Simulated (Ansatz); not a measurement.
# AsH3 (singlet): the correlation ladder, cc-pVTZ

An exercise on one series of results from a longer session: the logs are not shown, and one member is left open.

The runs use Ansatz 0.2.0, Gaussian basis; cc-pVTZ, core rule «outside noble gas», up to 14 orbitals frozen.

The runs, in order: UHF; CCSD(T) on RHF; BCCD(T) on RHF; CCSDT(Q) on RHF; CASSCF and NEVPT2, 8 electrons in 7 orbitals.

14 further runs of the same task are left out: 8 that didn't finish, 6 set aside as unsound or not needed. Runs told in other sessions of the task aren't counted.

### The geometry

The geometry is a PBE0/def2-TZVP stationary point (not a proven minimum). No spin-orbit coupling is included. The filled d shell of As may be among the frozen orbitals whatever the setting's name suggests.

4 atoms, charge 0, spin multiplicity 1.

Atoms are counted from 1 here; the program's logs count them from 0.

Bond lengths: As1–H2 1.522 Å, As1–H3 1.522 Å, As1–H4 1.522 Å. Angles: H2–As1–H3 92.0°, H2–As1–H4 92.0°, H3–As1–H4 92.0°.

The first run:

in.yaml reads:

```yaml
crystal:
  periodic: [false, false, false]
  atoms:
    - {symbol: As, position_ang: [0.000180, 0.000018, -0.032875]}
    - {symbol: H, position_ang: [1.259297, 0.013995, 0.821503]}
    - {symbol: H, position_ang: [-0.648855, 1.086822, 0.811601]}
    - {symbol: H, position_ang: [-0.623856, -1.102121, 0.810570]}
basis:
  gaussian: {orbitals: cc-pVTZ}
magnetization: {spin_polarized: true, initial_magnetization: 0}
hamiltonian: {xc: hf}
output: {orbitals: {seedname: orbitals}}
```

On the command line:

```bash
$ ansatz run in.yaml --threads 1 --pin off --events-out ev --progress --plain --max-ram 2393MiB
```

Among the steps run: UHF; CCSD(T) on RHF; BCCD(T) on RHF; CCSDT(Q) on RHF; CASSCF and NEVPT2, 8 electrons in 7 orbitals.

One of the session's tables, all rows but one given; the rest of the session is left out.

It belongs to the step «Misses and costs». 

| method | from RCCSDT(Q) (meV) |
| --- | --- |
| RHF | +5187.1 |
| RMP2 | +920.6 |
| RCCSD | ? |
| RCCSD(T) | +26.3 |
| BCCD(T) | +25.8 |
| RCCSDT | +5.8 |
| RCCSDT(Q) | 0 |
| CASSCF valence | +3788.2 |
| NEVPT2 valence | +903.7 |

**Question.** Estimate the row for RCCSD.

The run gave: from RCCSDT(Q) (meV): +182.9. In the column «from RCCSDT(Q) (meV)» it lies between RCCSD(T) (+26.3) and NEVPT2 valence (+903.7).

With the free atoms at the same levels and basis (separate runs), the atomisation energy is 9.202 eV at RCCSDT(Q), 9.193 eV at RCCSD(T), 6.444 eV at RHF.
